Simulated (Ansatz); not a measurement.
Relaxation of a periodic cell of 17 atoms, Rb16H (host Rb, host structure bcc, interstitial H), to a largest force component of 0.03 eV/Å in at most 60 steps.

All numbers below come from Ansatz 0.2.0, DFT PBEsol, scalar-relativistic, plane waves, PAW. Settings: cutoff 420 eV, k mesh 2x2x2, gaussian smearing 0.15 eV, no spin polarisation.

```xyz
17
Lattice="11.1800 0.0000 0.0000 0.0000 11.1800 0.0000 0.0000 0.0000 11.1800" Properties=species:S:1:pos:R:3
Rb 0.000 0.000 0.000
Rb 5.590 0.000 0.000
Rb 0.000 5.590 0.000
Rb 0.000 0.000 5.590
Rb 2.795 2.795 2.795
Rb 5.590 5.590 0.000
Rb 5.590 0.000 5.590
Rb 8.385 2.795 2.795
Rb 0.000 5.590 5.590
Rb 2.795 8.385 2.795
Rb 2.795 2.795 8.385
Rb 5.590 5.590 5.590
Rb 8.385 8.385 2.795
Rb 8.385 2.795 8.385
Rb 2.795 8.385 8.385
Rb 8.385 8.385 8.385
H 0.010 9.732 8.433
```

Where does it end, and by what steps?

The forces met the threshold. The force dipped under the threshold on the way, but the program's further checks kept it going. Limits of this set-up: coarse k mesh, odd electron count without spin, a small cell, in which the defect meets its images, a typed lattice constant that wasn't relaxed here. After 5 steps the energy has fallen by 0.200 eV; Rb16 moved furthest, 0.42 Å.

```csv
step,energy less start (eV),largest force component (eV/Å),accepted
0,0.0000,0.214,yes
1,-0.0541,0.187,yes
2,-0.1593,0.068,yes
3,-0.1905,0.029,yes
4,-0.1963,0.030,yes
5,-0.1995,0.003,yes
```

```xyz
17
Lattice="11.1800 0.0000 0.0000 0.0000 11.1800 0.0000 0.0000 0.0000 11.1800" Properties=species:S:1:pos:R:3
Rb 0.001 0.033 -0.409
Rb 5.591 -0.162 -0.195
Rb 0.001 5.355 0.180
Rb 0.001 0.038 6.002
Rb 2.930 2.568 2.797
Rb 5.590 5.806 0.140
Rb 5.591 -0.160 5.791
Rb 8.251 2.569 2.797
Rb 0.001 5.353 5.416
Rb 2.605 8.545 2.799
Rb 2.963 3.032 8.389
Rb 5.590 5.805 5.456
Rb 8.577 8.544 2.799
Rb 8.218 3.032 8.389
Rb 2.382 8.339 8.388
Rb 8.799 8.338 8.388
H 0.000 9.777 8.386
```

Whether the end is a true minimum wasn't checked by a vibrational analysis.

The run took 19 s on 4 threads of AMD EPYC 9R45 (Zen 5), on a shared host, peak memory 2.9 GiB.
